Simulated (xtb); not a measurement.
**GeSiH4ClF (SMILES F[SiH2][GeH2][Cl]): a first try and a second**

Aim: the energy of GeSiH4ClF at GFN2-xTB (ALPB ch2cl2).

Program for the calculation: xtb 6.7.1.

## Step 1: The structure to begin with

GeSiH4ClF: 8 atoms, total charge 0, spin state singlet. As SMILES, `F[SiH2][GeH2][Cl]`. The shape comes from GFN2-xTB, which is rough for such elements, and wasn't checked as a minimum. This is one conformer, not always the lowest.

Bond lengths: F1–Si2 1.607 Å, Si2–Ge3 2.350 Å, Ge3–Cl4 2.111 Å, Si2–H5 1.456 Å, Si2–H6 1.455 Å, Ge3–H7 1.523 Å, Ge3–H8 1.522 Å. Some angles: F1–Si2–Ge3 108.0°, Si2–Ge3–Cl4 114.6°, F1–Si2–H5 104.5°, F1–Si2–H6 103.8°, Ge3–Si2–H5 114.1°, Ge3–Si2–H6 112.5°, Si2–Ge3–H7 113.0°, Si2–Ge3–H8 116.1°, Cl4–Ge3–H7 104.6°, Cl4–Ge3–H8 104.7°.

## Step 2: First attempt

input.xyz reads:

```xyz
8

F     -1.83338     1.32829     0.06005
Si    -0.23075     1.21495     0.09270
Ge     0.33885    -1.06429     0.02374
Cl    -0.26802    -2.06793    -1.73098
H      0.21171     1.97409    -1.06823
H      0.13460     1.84115     1.35402
H      1.84013    -1.30520     0.10503
H     -0.19314    -1.92105     1.16368
```

Started as:

```bash
$ xtb input.xyz -c 5 --sp --iterations 50 --alpb ch2cl2 --gfn2 | tee run.log
```

Standard output:

```text
* xtb version 6.7.1
[...]
      * Solvation model:               ALPB
        Solvent                        ch2cl2
[...]
        Solvent mass                       8.4930E+01 g/mol
[...]
          :  # basis functions                  38          :
[...]
          :  # electrons                        21          :
[...]
          :  Hamiltonian                  GFN2-xTB          :
[...]
          :  net charge                          5          :
          :  unpaired electrons                  0          :
[...]
   *** convergence criteria satisfied after 35 iterations ***
[...]
         ::                     SUMMARY                     ::
         :::::::::::::::::::::::::::::::::::::::::::::::::::::
         :: total energy             -12.207561697398 Eh    ::
         :: total w/o Gsasa/hb       -12.203880604434 Eh    ::
         :: gradient norm              0.160130563273 Eh/a0 ::
         :: HOMO-LUMO gap              0.160686917200 eV    ::
         ::.................................................::
         :: SCC energy               -12.257330637393 Eh    ::
         :: -> isotropic ES            2.453749550956 Eh    ::
         :: -> anisotropic ES         -0.081857914329 Eh    ::
         :: -> anisotropic XC         -0.039175978698 Eh    ::
         :: -> dispersion             -0.002564591446 Eh    ::
         :: -> Gsolv                  -1.705558725453 Eh    ::
         ::    -> Gelec               -1.701877632489 Eh    ::
         ::    -> Gsasa               -0.007829790325 Eh    ::
         ::    -> Ghb                  0.000000000000 Eh    ::
         ::    -> Gshift               0.004148697361 Eh    ::
[...]
        11        0.9572           -0.7663212             -20.8527 (HOMO)
        12        0.0428           -0.7604161             -20.6920 (LUMO)
[...]
     #   Z          covCN         q      C6AA      α(0)
     1   9 F        0.705     0.206     7.794     3.296
     2  14 Si       3.478     0.884    92.332    18.645
     3  32 Ge       3.614     0.333   165.413    23.117
     4  17 Cl       0.817     0.875    76.576    13.387
     5   1 H        0.920     0.603     0.236     0.760
     6   1 H        0.921     0.618     0.226     0.743
     7   1 H        0.932     0.732     0.161     0.627
     8   1 H        0.932     0.750     0.153     0.611
[...]
     #   Z sym  total        # sym  WBO       # sym  WBO       # sym  WBO
 ---------------------------------------------------------------------------
     1   9 F    1.930 --     2 Si   1.668
     2  14 Si   3.140 --     1 F    1.668     3 Ge   0.485     5 H    0.379
                             6 H    0.360     4 Cl   0.176
     3  32 Ge   3.178 --     4 Cl   2.045     2 Si   0.485     7 H    0.197
                             8 H    0.192
     4  17 Cl   2.678 --     3 Ge   2.045     2 Si   0.176     7 H    0.172
                             8 H    0.155
     5   1 H    0.594 --     2 Si   0.379
     6   1 H    0.582 --     2 Si   0.360
     7   1 H    0.448 --     3 Ge   0.197     4 Cl   0.172
     8   1 H    0.418 --     3 Ge   0.192     4 Cl   0.155
 ---------------------------------------------------------------------------
[...]
molecular dipole:
                 x           y           z       tot (Debye)
 q only:        1.340      -1.675      -0.512
   full:        1.652      -2.520      -1.030       8.095
molecular quadrupole (traceless):
[...]
          | TOTAL ENERGY              -12.207561697398 Eh   |
          | GRADIENT NORM               0.160130563273 Eh/α |
          | HOMO-LUMO GAP               0.160686917200 eV   |
           -------------------------------------------------
[...]
```

Standard error:

```text
normal termination of xtb
```

It took 0.033 s on 1 thread of Intel Xeon 6975P-C (Granite Rapids), shared host.

## Step 3: Reading the log

It ran to the end. The result can't be trusted all the same.

What is wrong: the charge typed isn't that of the species meant. To mend it: charge 0 in place of 5. That is the species meant; for the charge typed, the multiplicity would have to change.

## Step 4: Second attempt

xtb.inp reads:

```
$chrg 0
$spin 0
$end
```

start.xyz reads:

```xyz
8

F     -1.83338     1.32829     0.06005
Si    -0.23075     1.21495     0.09270
Ge     0.33885    -1.06429     0.02374
Cl    -0.26802    -2.06793    -1.73098
H      0.21171     1.97409    -1.06823
H      0.13460     1.84115     1.35402
H      1.84013    -1.30520     0.10503
H     -0.19314    -1.92105     1.16368
```

Started as:

```bash
$ xtb start.xyz --alpb ch2cl2 --scc -I xtb.inp --gfn 2 > run.log
```

Standard output, shortened:

```text
* xtb version 6.7.1
[...]
      * Solvation model:               ALPB
        Solvent                        ch2cl2
[...]
        Solvent mass                       8.4930E+01 g/mol
[...]
          :  # basis functions                  38          :
[...]
          :  # electrons                        26          :
[...]
          :  Hamiltonian                  GFN2-xTB          :
[...]
          :  net charge                          0          :
          :  unpaired electrons                  0          :
[...]
   *** convergence criteria satisfied after 14 iterations ***
[...]
         ::                     SUMMARY                     ::
         :::::::::::::::::::::::::::::::::::::::::::::::::::::
         :: total energy             -15.105517659441 Eh    ::
         :: total w/o Gsasa/hb       -15.101836566476 Eh    ::
         :: gradient norm              0.008030021625 Eh/a0 ::
         :: HOMO-LUMO gap              4.753259281852 eV    ::
         ::.................................................::
         :: SCC energy               -15.155286599436 Eh    ::
         :: -> isotropic ES            0.027648820273 Eh    ::
         :: -> anisotropic ES         -0.000339553870 Eh    ::
         :: -> anisotropic XC          0.000369013279 Eh    ::
         :: -> dispersion             -0.005130035907 Eh    ::
         :: -> Gsolv                  -0.006603493130 Eh    ::
         ::    -> Gelec               -0.002922400166 Eh    ::
         ::    -> Gsasa               -0.007829790325 Eh    ::
         ::    -> Ghb                  0.000000000000 Eh    ::
         ::    -> Gshift               0.004148697361 Eh    ::
[...]
        13        2.0000           -0.4027106             -10.9583 (HOMO)
        14                         -0.2280316              -6.2051 (LUMO)
[...]
molecular dipole:
                 x           y           z       tot (Debye)
 q only:        0.726       1.036       0.633
   full:        0.665       0.724       0.483       2.784
molecular quadrupole (traceless):
[...]
          | TOTAL ENERGY              -15.105517659441 Eh   |
          | GRADIENT NORM               0.008030021625 Eh/α |
          | HOMO-LUMO GAP               4.753259281852 eV   |
           -------------------------------------------------
[...]
```

Standard error:

```text
normal termination of xtb
```

Wall time 0.033 s (1 thread of Intel Xeon 6975P-C (Granite Rapids), shared host).

## Step 5: Summary of results

Level: GFN2-xTB (ALPB ch2cl2).

| quantity | value |
| --- | --- |
| total energy | -15.10552 Eh |
| dipole moment | 2.78 D |
| HOMO energy | -10.96 eV |
| LUMO energy | -6.21 eV |
| HOMO–LUMO gap | 4.75 eV |
| dispersion energy | -13.47 kJ/mol |
| solvent term in the energy | -17.3 kJ/mol |
| mean polarisability (D4 model) | 75.1 bohr³ |

**Reading.** Mulliken charges run from -0.28 on F1 to +0.53 on Si2.
